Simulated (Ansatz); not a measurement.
# ZrC: pressure against volume

An exercise on one series of results from a longer session: the logs are not shown, and one member is left open.

Computed with Ansatz 0.2.0 (DFT PBEsol, scalar-relativistic, unless a step's input says otherwise).

## Starting point

Symmetry: Fm-3m, No. 225, cubic system. The conventional cell has a = 4.700 Å, b = 4.700 Å, c = 4.700 Å, α = 90.00°, β = 90.00°, γ = 90.00°. Around Zr (site symmetry m-3m) lie 6 C at 2.35 Å. Around C (site symmetry m-3m) lie 6 Zr at 2.35 Å.

As a file:

```xyz
2
Lattice="0.0000 2.3502 2.3502 2.3502 0.0000 2.3502 2.3502 2.3502 0.0000" Properties=species:S:1:pos:R:3 pbc="T T T"
Zr    2.3502    2.3502    2.3502
C     0.0000    0.0000    0.0000
```

Atoms are numbered in the order of the input: Zr1, C2.

The first run:

input.yaml reads:

```yaml
crystal:
  lattice:
    - [0.0, 2.3184465117, 2.3184465117]
    - [2.3184465117, 0.0, 2.3184465117]
    - [2.3184465117, 2.3184465117, 0.0]
  atoms:
    - { symbol: Zr, position: [0.5, 0.5, 0.5] }
    - { symbol: C, position: [0.0, 0.0, 0.0] }
kpoints:
  mp_grid: { grid: [15, 15, 15] }
  band_path:
    path:
      - [0.0, 0.0, 0.0]
      - [0.5, 0.0, 0.5]
      - [0.625, 0.25, 0.625]
      - [0.375, 0.375, 0.75]
      - [0.0, 0.0, 0.0]
      - [0.5, 0.5, 0.5]
      - [0.5, 0.25, 0.75]
      - [0.5, 0.0, 0.5]
    npoints: 5
scf:
  occupations: { method: fermi_dirac, width: 0.05 }
hamiltonian:
  xc: pbesol
  pseudopotentials: { kind: all_electron, lapw: { basis_error: 0.0005 } }
output:
  forces: true
  stress: true
  eigenvalues: true
```

Run with:

```bash
> ansatz run input.yaml --threads 1 --pin off --max-ram 3072MiB --backend cpu --events-out ev --progress --plain --runs-dir out
```

Among the steps run: Volume × 0.96, LAPW; Volume × 0.96, PAW; Volume × 0.96, crystal datasets; Volume × 0.99, LAPW; Volume × 0.99, PAW; Volume × 0.99, crystal datasets; Volume × 1.02, LAPW; Volume × 1.02, PAW; Volume × 1.02, crystal datasets; Volume × 1.06, LAPW; Volume × 1.06, PAW; Volume × 1.06, crystal datasets.

One table of the session follows, with a row left open; its other results are not shown here.

```
          method  volume (Å³/atom)  pressure (GPa)
            LAPW            12.462            5.13
            LAPW            12.852           -2.29
            LAPW            13.241           -8.66
            LAPW            13.760          -15.75
             PAW            12.462            5.08
             PAW            12.852           -2.35
             PAW            13.241           -8.72
             PAW            13.760               ?
crystal datasets            12.462            5.13
crystal datasets            12.852           -2.30
crystal datasets            13.241           -8.66
crystal datasets            13.760          -15.75
```

**Question.** Estimate the row for PAW, 13.760.

As computed: pressure (GPa): -15.81. In the column «pressure (GPa)» it is the lowest.

To keep in mind: Warnings in the runs' records: gradients without spin orbit, crystal datasets made.
